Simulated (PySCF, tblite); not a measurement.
# C9H13N: infrared bands and NMR shifts

Wanted: the infrared bands and NMR shifts of C9H13N (`[H]/N=C/[C@@H]1C[C@@H]2C=C[C@H]1CC2`), by calculation.

Computed with tblite 0.8.0 and PySCF 2.14.0, with density-fitted response routines of our own, on a single molecule in the gas phase. Atoms are numbered from 0 throughout.

## Step 1: The starting structure

23 atoms, charge 0, multiplicity 1; geometry from: GFN2-xTB.

Bonds of the start (Å): H0–N1 1.02, N1–C2 1.25, C2–C3 1.49, C3–C4 1.54, C4–C5 1.54, C5–C6 1.50, C6–C7 1.33, C7–C8 1.49, C8–C9 1.54, C9–C10 1.53, C8–C3 1.55, C10–C5 1.54, C2–H11 1.10, C3–H12 1.09, C4–H13 1.09, C4–H14 1.09, C5–H15 1.09, C6–H16 1.08, C7–H17 1.08, C8–H18 1.09, C9–H19 1.09, C9–H20 1.09, C10–H21 1.09, C10–H22 1.09.

## Step 2: Infrared spectrum with GFN2-xTB

Job settings and geometry (Å):

```
{"job": {"kind": "ir", "xc": "GFN2-xTB", "basis": "xTB"}, "charge": 0, "multiplicity": 1}
H      4.161546    -0.235921    -0.632785
N      3.395805    -0.021103     0.002773
C      2.244788    -0.278884    -0.421839
C      1.046763     0.003357     0.423560
C      0.195558    -1.263362     0.622086
C     -1.242857    -1.000757     0.142757
C     -1.176265    -0.568927    -1.287762
C     -0.433934     0.509202    -1.494203
C      0.172558     1.086749    -0.255997
C     -0.970176     1.424391     0.717726
C     -1.809789     0.164951     0.972346
H      2.016786    -0.708818    -1.408814
H      1.401160     0.392049     1.381040
H      0.616782    -2.095916     0.053905
H      0.186464    -1.552916     1.673287
H     -1.853836    -1.896089     0.276673
H     -1.693601    -1.115795    -2.059154
H     -0.267138     0.965092    -2.456691
H      0.774802     1.974507    -0.460190
H     -0.547698     1.806221     1.647831
H     -1.582638     2.214549     0.281158
H     -2.850654     0.332464     0.692018
H     -1.789178    -0.108058     2.028295
```

**Question.** This job is followed by: GIAO PBE0/pcSseg-1 NMR shielding, non-relativistic, gas phase. Predict these results of the whole session: strongest single infrared mode (GFN2-xTB); zero-point energy (GFN2-xTB); 13C shifts against TMS (PBE0/pcSseg-1); 1H shifts against TMS (PBE0/pcSseg-1); 15N shifts against NH3 (PBE0/pcSseg-1).

**Answer**, as computed:

```
                                 quantity                                                                              value
strongest single infrared mode (GFN2-xTB)                                                              1742 cm⁻¹, 165 km/mol
             zero-point energy (GFN2-xTB)                                                                     125.7 kcal/mol
   13C shifts against TMS (PBE0/pcSseg-1)                        182.4, 144.2, 141.6, 52.1, 37.9, 33.6, 32.4, 28.6, 27.6 ppm
    1H shifts against TMS (PBE0/pcSseg-1)  10.45, 7.85, 6.73, 6.58, 2.57, 2.54, 2.47, 1.87, 1.68, 1.54, 1.33, 1.28, 1.16 ppm
   15N shifts against NH3 (PBE0/pcSseg-1)                                                                          349.3 ppm
```

**Reading.** All 63 modes are real, so the xTB geometry is a minimum. The strongest single mode, at 1742 cm⁻¹, moves mainly C2 and N1. GFN2-xTB is a fitted tight-binding method: band positions and strengths are rough. Its intensities can rank the bands wrongly. At PBE0/pcSseg-1: Shielding is most anisotropic at N1 (span 624 ppm, paramagnetic term -396 ppm).
